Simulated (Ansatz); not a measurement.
# Ca: single points about a listed cell

How do energy, forces, pressure and gap of Ca change under random distortions, further strains and shifts, swapped elements, other functionals? Each case is one self-consistent run.

The COD cell was measured well above room temperature, so it is larger than a cold one.

Program: Ansatz 0.2.0. Level of theory: DFT PBEsol, scalar-relativistic, plane waves, PAW, unless a step's input says otherwise. These are calculated values, not measurements.

1 further run of the same task is left out (set aside as unsound or not needed).

## (1) Starting point

It takes space group Im-3m (No. 229, cubic). The conventional cell has a = 4.480 Å, b = 4.480 Å, c = 4.480 Å, α = 90.00°, β = 90.00°, γ = 90.00°. Ca (site symmetry m-3m) has 8 Ca at 3.88 Å as nearest neighbours.

As a file:

```
Ca
1.0
    -2.24000    2.24000    2.24000
     2.24000   -2.24000    2.24000
     2.24000    2.24000   -2.24000
Ca
1
Direct
  0.00000 0.00000 0.00000
```

The structure comes from the Crystallography Open Database.

## (2) A random distortion, cell strained

Against the listed cell: strain xx, yy, zz, yz, xz, xy = +4.4, +4.3, +5.9, -0.2, +0.1, +0.4 %.

input.yaml

```yaml
crystal:
  lattice:
    - [-2.3268224, 2.3220064, 2.3643648]
    - [2.3330496, -2.3291296, 2.3777152]
    - [2.346176, 2.3484832, -2.371488]
  atoms:
    - { symbol: Ca, position: [0.0, 0.0, 0.0] }
basis:
  ecutwfc: 420
kpoints:
  mp_grid: { grid: [12, 12, 12] }
hamiltonian:
  xc: pbesol
scf:
  occupations: { method: gaussian, width: 0.1 }
output:
  forces: true
  stress: true
  eigenvalues: true
```

Launch:

```console
> ansatz run input.yaml --threads 1 --pin off --max-ram 1331MiB --backend cpu --events-out ev --progress --plain --runs-dir out
```

## (3) A change within a subgroup

Edit input.yaml of step 2 so:

```diff
@@ -2,5 +2,5 @@
   lattice:
-    - [-2.3268224, 2.3220064, 2.3643648]
-    - [2.3330496, -2.3291296, 2.3777152]
-    - [2.346176, 2.3484832, -2.371488]
+    - [-2.2014272, 2.0670272, 2.2014272]
+    - [2.2014272, -2.0670272, 2.2014272]
+    - [2.2014272, 2.0670272, -2.2014272]
   atoms:
```

## (4) One element swapped, cell strained: Ca → Ba, first probe

input.yaml

```yaml
crystal:
  lattice:
    - [-2.5433252473, 2.5433252473, 2.5433252473]
    - [2.5433252473, -2.5433252473, 2.5433252473]
    - [2.5433252473, 2.5433252473, -2.5433252473]
  atoms:
    - { symbol: Ba, position: [0.0, 0.0, 0.0] }
basis:
  ecutwfc: 420
kpoints:
  mp_grid: { grid: [6, 6, 6] }
hamiltonian:
  xc: pbesol
scf:
  occupations: { method: gaussian, width: 0.1 }
output:
  forces: true
  stress: true
  eigenvalues: true
```

## (5) One element swapped, cell strained: Ca → Ba

Edit input.yaml of step 4 so:

```diff
@@ -10,3 +10,3 @@
 kpoints:
-  mp_grid: { grid: [6, 6, 6] }
+  mp_grid: { grid: [12, 12, 12] }
 hamiltonian:
@@ -19 +19,2 @@
   eigenvalues: true
+  populations: true
```

## (6) Another functional, on a distorted cell: r2SCAN

input.yaml

```yaml
crystal:
  lattice:
    - [-2.2623104, 2.2623104, 2.2623104]
    - [2.2623104, -2.2623104, 2.2623104]
    - [2.2623104, 2.2623104, -2.2623104]
  atoms:
    - { symbol: Ca, position: [0.0, 0.0, 0.0] }
basis:
  ecutwfc: 500
kpoints:
  mp_grid: { grid: [14, 14, 14] }
hamiltonian:
  xc: r2scan
scf:
  occupations: { method: gaussian, width: 0.1 }
output:
  forces: true
  stress: true
  eigenvalues: true
  populations: true
```

## (7) Functional and cell changed: r2SCAN

Edit input.yaml of step 6 so:

```diff
@@ -2,5 +2,5 @@
   lattice:
-    - [-2.2623104, 2.2623104, 2.2623104]
-    - [2.2623104, -2.2623104, 2.2623104]
-    - [2.2623104, 2.2623104, -2.2623104]
+    - [-2.3439136, 2.3439136, 2.3439136]
+    - [2.3439136, -2.3439136, 2.3439136]
+    - [2.3439136, 2.3439136, -2.3439136]
   atoms:
```

## (8) Substitution of an element, cell strained: Ca → Sr, first probe

input.yaml

```yaml
crystal:
  lattice:
    - [-2.4243733564, 2.4243733564, 2.4243733564]
    - [2.4243733564, -2.4243733564, 2.4243733564]
    - [2.4243733564, 2.4243733564, -2.4243733564]
  atoms:
    - { symbol: Sr, position: [0.0, 0.0, 0.0] }
basis:
  ecutwfc: 420
kpoints:
  mp_grid: { grid: [6, 6, 6] }
hamiltonian:
  xc: pbesol
scf:
  occupations: { method: gaussian, width: 0.1 }
output:
  forces: true
  stress: true
  eigenvalues: true
```

## (9) One element swapped, cell strained: Ca → Sr

Edit input.yaml of step 8 so:

```diff
@@ -10,3 +10,3 @@
 kpoints:
-  mp_grid: { grid: [6, 6, 6] }
+  mp_grid: { grid: [12, 12, 12] }
 hamiltonian:
```

## (10) A change within a subgroup

input.yaml

```yaml
crystal:
  lattice:
    - [-2.20472, 2.33912, 2.33912]
    - [2.20472, -2.33912, 2.33912]
    - [2.20472, 2.33912, -2.33912]
  atoms:
    - { symbol: Ca, position: [0.0, 0.0, 0.0] }
basis:
  ecutwfc: 420
kpoints:
  mp_grid: { grid: [12, 12, 12] }
hamiltonian:
  xc: pbesol
scf:
  occupations: { method: gaussian, width: 0.1 }
output:
  forces: true
  stress: true
  eigenvalues: true
```

Before running it: what results should come out? Wanted: for each run, case; energy; pressure; largest force.

As calculated:

```
step                                             case  energy (meV/atom)  pressure (GPa)  largest force (eV/Å)  gap on the mesh (eV)
   2               a random distortion, cell strained               +0.0            -2.9                  0.00                  0.00
   3                       a change within a subgroup             -122.4             0.1                  0.00                  0.00
   5      one element swapped, cell strained: Ca → Ba                n/a            -1.0                  0.00                  0.00
   6  another functional, on a distorted cell: r2SCAN                n/a            -1.1                  0.00                  0.00
   7              functional and cell changed: r2SCAN                n/a            -2.3                  0.00                  0.00
   9      one element swapped, cell strained: Ca → Sr                n/a            -1.2                  0.00                  0.00
  10                       a change within a subgroup              -58.0            -2.3                  0.00                  0.00
```

Energies are counted from step 2, with the smearing taken to zero. Other atoms or functionals have another zero of energy (n/a). A gap of 0.00 means none on the mesh at this level.

What this shows: With one atom in the cell, moving it shifts the whole crystal, so no force arises from that. The distorted cells of the listed formula and level show no gap on the mesh.
